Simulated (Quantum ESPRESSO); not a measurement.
## Ta4Al: zone-centre phonons under several settings

```xyz
5
Lattice="-2.9649 2.9649 2.9649 2.9649 -2.9649 2.9649 2.9649 2.9649 -2.9649" Properties=species:S:1:pos:R:3 pbc="T T T"
Ta    1.4825    1.4825   -1.4825
Ta   -1.4825    1.4825    1.4825
Ta    1.4825    1.4825    1.4825
Ta    1.4825   -1.4825    1.4825
Al    0.0000    0.0000    0.0000
```

The cell was built by a generator and needn't be a form met in nature.

All runs used Quantum ESPRESSO 7.5; potentials PseudoDojo 0.4.1 SR LDA standard; k mesh 5 × 5 × 5; no spin polarisation; cutoff 789 eV; occupations cold, width 0.2 eV.

```csv
level,geometry,volume (Å³/atom),pressure (GPa),lowest optical mode without the field (cm⁻¹),highest optical mode without the field (cm⁻¹)
LDA,relaxed at 0 GPa,?,0.0,?,?
LDA,relaxed at 10 GPa,18.30,10.0,119i,488
LDA,relaxed at 25 GPa,17.03,25.0,129i,532
LDA,relaxed at 50 GPa,15.53,50.0,142i,589
LDA,relaxed at 80 GPa,14.29,80.0,154i,645
```

**Question.** What stands in the row left open?

**Answer.** Volume 19.45 Å³/atom; lowest optical mode without the field 111i cm⁻¹; highest optical mode without the field 452 cm⁻¹.

Values marked i are imaginary: the cell is unstable against those modes at that level, or the meshes are too thin.

Caveats: the mesh is thin for the phonons of a metal; some modes are imaginary; the cell is more than 3 GPa from zero pressure, which shifts response properties (some runs); the volume moved by over 15 % at a fixed basis, so the end points are rough (some runs).

For the row left open. Caveat: the mesh is thin for the phonons of a metal; some modes are imaginary.
